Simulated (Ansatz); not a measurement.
# C7H12: a ladder of functionals and wavefunction methods

The task here is to estimate one member of a computed series from the others.

Computed with Ansatz 0.2.0, Gaussian basis. Level: functionals in def2-TZVPP, the program's frozen cores in correlated methods.

The runs, in order: LDA (SPW92), PBE-D4, revPBE-D4, BLYP-D4, r2SCAN-D4, B97M-V, PBE0-D4, B3LYP-D4, r2SCANh-D4, r2SCAN0-D4, HSE06-D4, BHLYP-D4, CAM-B3LYP-D4, LC-ωPBE, ωB97X-V, ωB97M-V, B2PLYP, PBE-QIDH; CCSD(T)/def2-SVP; CCSD(T)/def2-TZVPP; MP2/def2-QZVPP; extrapolation to the limit; RPA on PBE.

## Structure used throughout

The geometry comes from an earlier relaxation with PBE0-D4 in a triple-zeta def2 set; it is a stationary point, not always the lowest conformer.

SMILES `CCC1=CCCC1`, 19 atoms, charge 0, spin multiplicity 1.

Atoms are counted from 1 here; the program's logs count them from 0.

Bond lengths: C1–C2 1.526 Å, C1–H8 1.092 Å, C1–H9 1.093 Å, C1–H10 1.093 Å, C2–C3 1.490 Å, C2–H11 1.094 Å, C2–H12 1.098 Å, C3–C4 1.331 Å, C3–C7 1.507 Å, C4–C5 1.499 Å, C4–H13 1.085 Å, C5–C6 1.537 Å, C5–H14 1.094 Å, C5–H15 1.098 Å, C6–C7 1.534 Å, C6–H16 1.091 Å, C6–H17 1.093 Å, C7–H18 1.095 Å and more. Angles: C2–C1–H8 111.0°, C2–C1–H9 110.9°, C2–C1–H10 111.4°, H8–C1–H9 108.1°, H8–C1–H10 107.7°, H9–C1–H10 107.7°, C1–C2–C3 113.2°, C1–C2–H11 109.8°, C1–C2–H12 108.7°, C3–C2–H11 109.3°, C3–C2–H12 109.0°, H11–C2–H12 106.6°, C2–C3–C4 127.1°, C2–C3–C7 122.2°, C4–C3–C7 110.6°, C3–C4–C5 112.6°, C3–C4–H13 124.2°, C5–C4–H13 123.1° and more.

Set-up of the first run:

File in.yaml:

```yaml
crystal:
  periodic: [false, false, false]
  atoms:
    - {symbol: C, position_ang: [-2.412722, -0.878039, -0.155332]}
    - {symbol: C, position_ang: [-1.013633, -1.448556, 0.055127]}
    - {symbol: C, position_ang: [0.059752, -0.418780, -0.037517]}
    - {symbol: C, position_ang: [1.054262, -0.373312, -0.921649]}
    - {symbol: C, position_ang: [1.921025, 0.838240, -0.751439]}
    - {symbol: C, position_ang: [1.506020, 1.357311, 0.634463]}
    - {symbol: C, position_ang: [0.105604, 0.779160, 0.875860]}
    - {symbol: H, position_ang: [-3.169467, -1.662360, -0.083360]}
    - {symbol: H, position_ang: [-2.499179, -0.412881, -1.140351]}
    - {symbol: H, position_ang: [-2.650162, -0.118782, 0.593553]}
    - {symbol: H, position_ang: [-0.820890, -2.238450, -0.676525]}
    - {symbol: H, position_ang: [-0.971013, -1.921396, 1.044851]}
    - {symbol: H, position_ang: [1.204648, -1.104318, -1.709265]}
    - {symbol: H, position_ang: [2.990424, 0.616121, -0.811858]}
    - {symbol: H, position_ang: [1.714239, 1.574133, -1.540059]}
    - {symbol: H, position_ang: [1.539927, 2.445431, 0.712454]}
    - {symbol: H, position_ang: [2.192359, 0.955870, 1.384768]}
    - {symbol: H, position_ang: [-0.069743, 0.516757, 1.924419]}
    - {symbol: H, position_ang: [-0.681450, 1.493831, 0.601860]}
basis:
  gaussian: {orbitals: def2-TZVPP}
hamiltonian: {xc: lda}
output: {orbitals: {seedname: orbitals}}
```

Run with:

```bash
> ansatz run in.yaml --threads 2 --pin off --events-out ev --progress --plain --max-ram 31744MiB --backend cuda --devices 0, --max-vram 18GiB
```

Steps of the session up to this table: LDA; PBE-D4 (GGA); revPBE-D4 (GGA); BLYP-D4 (GGA); r2SCAN-D4 (meta-GGA); B97M-V (meta-GGA); PBE0-D4 (hybrid); B3LYP-D4 (hybrid); r2SCANh-D4 (hybrid); r2SCAN0-D4 (hybrid); HSE06-D4 (hybrid); BHLYP-D4 (hybrid); CAM-B3LYP-D4 (range-separated); LC-ωPBE (range-separated); ωB97X-V (range-separated); ωB97M-V (range-separated); B2PLYP (double hybrid); PBE-QIDH (double hybrid).

One table of the session follows, with a row left open; its other results are not shown here.

It belongs to the step «Frontier levels by functional». 

| functional | HOMO (eV) | LUMO (eV) | gap (eV) |
| --- | --- | --- | --- |
| LDA (SPW92) | -5.56 | -0.47 | 5.09 |
| PBE-D4 | -5.44 | -0.27 | 5.17 |
| revPBE-D4 | -5.39 | -0.19 | 5.19 |
| BLYP-D4 | -5.31 | -0.15 | 5.16 |
| r2SCAN-D4 | -5.60 | -0.01 | 5.59 |
| B97M-V | -5.66 | 0.00 | 5.66 |
| PBE0-D4 | -6.52 | 0.74 | 7.26 |
| B3LYP-D4 | ? | ? | ? |
| r2SCANh-D4 | -6.01 | 0.36 | 6.37 |
| r2SCAN0-D4 | -6.64 | 0.91 | 7.54 |
| HSE06-D4 | -6.13 | 0.36 | 6.49 |
| BHLYP-D4 | -7.49 | 1.68 | 9.17 |
| CAM-B3LYP-D4 | -7.83 | 1.79 | 9.62 |
| LC-ωPBE | -9.16 | 3.01 | 12.17 |
| ωB97X-V | -8.82 | 2.86 | 11.67 |
| ωB97M-V | -8.73 | 2.52 | 11.25 |

**Question.** Estimate the row for B3LYP-D4.

Worked estimate for «HOMO (eV)». Against the share of exact exchange, BLYP-D4 (0, -5.31), BHLYP-D4 (0.5, -7.49) give a slope of -4.36 per unit share; at 0.2 the line stands at -6.18.

The run gave: HOMO (eV): -6.33; LUMO (eV): 0.49; gap (eV): 6.82. In «HOMO (eV)» the line misses by +0.15.
